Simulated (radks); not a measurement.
# I with its nuclear charge varied continuously

What is the energy between the elements? 53 electrons are held in [Kr] 4d10 5s2 5p5 while Z is changed in small steps.

Method: non-relativistic Kohn-Sham, TPSS, spin-unpolarised, spherical densities, point nucleus. Code: radks (a radial shooting solver on a logarithmic mesh, Libxc functionals) version 1.

### 1 What is computed

- element: iodine (Z = 53)
- charge: 0
- electrons: 53
- configuration: [Kr] 4d10 5s2 5p5

Outer shells as boxes (Hund's rule):

I
```
[Kr] core
4d [↑↓][↑↓][↑↓][↑↓][↑↓]
5s [↑↓]
5p [↑↓][↑↓][↑ ]
```

### 2 Z = 53

Settings of this run:

```text
Z 53
configuration [Kr] 4d10 5s2 5p5
relativity non-relativistic
functional tpss,tpss
spin unpolarised
nucleus point
```

### 3 Z = 52.8

Settings, as their differences from step 2:

```diff
@@ -1,2 +1,2 @@
-Z 53
+Z 52.8
 configuration [Kr] 4d10 5s2 5p5
```

### 4 Z = 52.9

Settings, as their differences from step 3:

```diff
@@ -1,2 +1,2 @@
-Z 52.8
+Z 52.9
 configuration [Kr] 4d10 5s2 5p5
```

### 5 Z = 53.1

Settings, as their differences from step 4:

```diff
@@ -1,2 +1,2 @@
-Z 52.9
+Z 53.1
 configuration [Kr] 4d10 5s2 5p5
```

### 6 Z = 53.2

Settings, as their differences from step 5:

```diff
@@ -1,2 +1,2 @@
-Z 53.1
+Z 53.2
 configuration [Kr] 4d10 5s2 5p5
```

### 7 Z = 53.3

Settings, as their differences from step 6:

```diff
@@ -1,2 +1,2 @@
-Z 53.2
+Z 53.3
 configuration [Kr] 4d10 5s2 5p5
```

### 8 Z = 53.4

Settings, as their differences from step 7:

```diff
@@ -1,2 +1,2 @@
-Z 53.3
+Z 53.4
 configuration [Kr] 4d10 5s2 5p5
```

### 9 Z = 53.5

Settings, as their differences from step 8:

```diff
@@ -1,2 +1,2 @@
-Z 53.4
+Z 53.5
 configuration [Kr] 4d10 5s2 5p5
```

### 10 Z = 53.6

Settings, as their differences from step 9:

```diff
@@ -1,2 +1,2 @@
-Z 53.5
+Z 53.6
 configuration [Kr] 4d10 5s2 5p5
```

### 11 Z = 53.7

Settings, as their differences from step 10:

```diff
@@ -1,2 +1,2 @@
-Z 53.6
+Z 53.7
 configuration [Kr] 4d10 5s2 5p5
```

### 12 Z = 53.8

Settings, as their differences from step 11:

```diff
@@ -1,2 +1,2 @@
-Z 53.7
+Z 53.8
 configuration [Kr] 4d10 5s2 5p5
```

### 13 Z = 53.9

Settings, as their differences from step 12:

```diff
@@ -1,2 +1,2 @@
-Z 53.8
+Z 53.9
 configuration [Kr] 4d10 5s2 5p5
```

### 14 Z = 54

Settings, as their differences from step 13:

```diff
@@ -1,2 +1,2 @@
-Z 53.9
+Z 54
 configuration [Kr] 4d10 5s2 5p5
```

**Question.** What will these runs give? Wanted: for each run, Z; E; E(electron-nucleus)/Z; highest level; its energy; <r>.

As calculated:

| Z | E (hartree) | E(electron-nucleus)/Z (hartree) | highest level | its energy (eV) | <r> (bohr) |
| --- | --- | --- | --- | --- | --- |
| 52.8 | -6858.39688 | -308.438 | 5p | -5.505 | 2.559 |
| 52.9 | -6889.27860 | -309.196 | 5p | -6.358 | 2.522 |
| 53 | -6920.23610 | -309.954 | 5p | -7.234 | 2.487 |
| 53.1 | -6951.26934 | -310.711 | 5p | -8.132 | 2.453 |
| 53.2 | -6982.37828 | -311.468 | 5p | -9.051 | 2.421 |
| 53.3 | -7013.56287 | -312.224 | 5p | -9.991 | 2.390 |
| 53.4 | -7044.82307 | -312.980 | 5p | -10.951 | 2.360 |
| 53.5 | -7076.15886 | -313.736 | 5p | -11.931 | 2.332 |
| 53.6 | -7107.57018 | -314.491 | 5p | -12.931 | 2.305 |
| 53.7 | -7139.05701 | -315.246 | 5p | -13.949 | 2.279 |
| 53.8 | -7170.61931 | -316.000 | 5p | -14.987 | 2.254 |
| 53.9 | -7202.25706 | -316.755 | 5p | -16.042 | 2.229 |
| 54 | -7233.97022 | -317.509 | 5p | -17.115 | 2.206 |

What this shows: At Z = 53 the central difference of E is -309.954 hartree, against -309.954 from the Hellmann-Feynman theorem. The top level goes from -5.505 eV at Z = 52.8 to -17.115 eV at Z = 54.
